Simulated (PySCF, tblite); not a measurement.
# C₆H₇F: geometry, infrared bands and NMR shifts

What infrared bands and NMR shifts should C₆H₇F (`C=CCC1=C(F)C1`) show?

Computed with tblite 0.8.0 and PySCF 2.14.0, with density-fitted response routines of our own, on a single molecule in the gas phase. Atoms are numbered from 0 throughout.

## 1. The molecule as given

14 atoms, charge 0, multiplicity 1; geometry from: force field or distance geometry start.

Bonds of the start (Å): C0–C1 1.34, C1–C2 1.49, C2–C3 1.50, C3–C4 1.32, C4–F5 1.34, C4–C6 1.44, C6–C3 1.43, C0–H7 1.08, C0–H8 1.09, C1–H9 1.08, C2–H10 1.09, C2–H11 1.10, C6–H12 1.08, C6–H13 1.08.

## 2. Geometry optimisation with GFN2-xTB

Job settings and geometry (Å):

```
{"job": {"kind": "relax", "xc": "GFN2-xTB", "basis": "xTB"}, "charge": 0, "multiplicity": 1}
C     -0.127000    -1.919700     1.753100
C      0.495700    -1.298200     0.737800
C      0.371300     0.152100     0.421000
C     -0.226000     0.346900    -0.939600
C      0.304600     0.997400    -1.953600
F      1.481200     1.624700    -1.820000
C     -0.965100     1.458000    -1.456100
H      0.020300    -2.971400     1.944200
H     -0.812700    -1.387600     2.410500
H      1.173000    -1.883500     0.126300
H      1.349700     0.619300     0.484600
H     -0.275300     0.653800     1.161500
H     -1.838300     1.232300    -2.042700
H     -0.952000     2.375500    -0.894000
```

The run is started by

```console
$ OMP_NUM_THREADS=1 python probes_run.py task.json out
```

One launch serves the whole session: the jobs run in the order shown.

**Question.** This job is followed by: GFN2-xTB harmonic vibrations, gas phase; GIAO PBE0/pcSseg-1 NMR shielding, non-relativistic, gas phase. Predict these results of the whole session: strongest single infrared mode (GFN2-xTB); zero-point energy (GFN2-xTB); ¹³C shifts against TMS (PBE0/pcSseg-1); ¹H shifts against TMS (PBE0/pcSseg-1, means over atoms taken as alike); ¹⁹F shifts against CFCl3 (PBE0/pcSseg-1).

As calculated:

```
                                                              quantity                                      value
                             strongest single infrared mode (GFN2-xTB)                      1268 cm⁻¹, 140 km/mol
                                          zero-point energy (GFN2-xTB)                              68.1 kcal/mol
                                ¹³C shifts against TMS (PBE0/pcSseg-1)  151.9, 141.9, 123.4, 83.5, 33.9, 23.4 ppm
¹H shifts against TMS (PBE0/pcSseg-1, means over atoms taken as alike)           5.92, 5.49, 5.35, 3.16, 1.89 ppm
                              ¹⁹F shifts against CFCl3 (PBE0/pcSseg-1)                                 -154.6 ppm
```

In words: The optimisation took 88 steps and gained 1.781 eV; among the close pairs (by a distance rule), C3–C6 changed most, from 1.431 to 1.529 Å. No mode is imaginary among the 36: a minimum at this level. The strongest single mode, at 1268 cm⁻¹, is spread over several atoms, C4, C3, C2, H9 among them. GFN2-xTB is a fitted tight-binding method: band positions and strengths are rough. Its intensities can rank the bands wrongly. H9 (hydrogen on an alkene CH) lies farthest downfield among hydrogen, at 5.92 ppm; attached to an sp2 carbon and in the plane of the double bond. At PBE0/pcSseg-1: The largest span, 315 ppm, is at F5, where the paramagnetic term is -147 ppm.
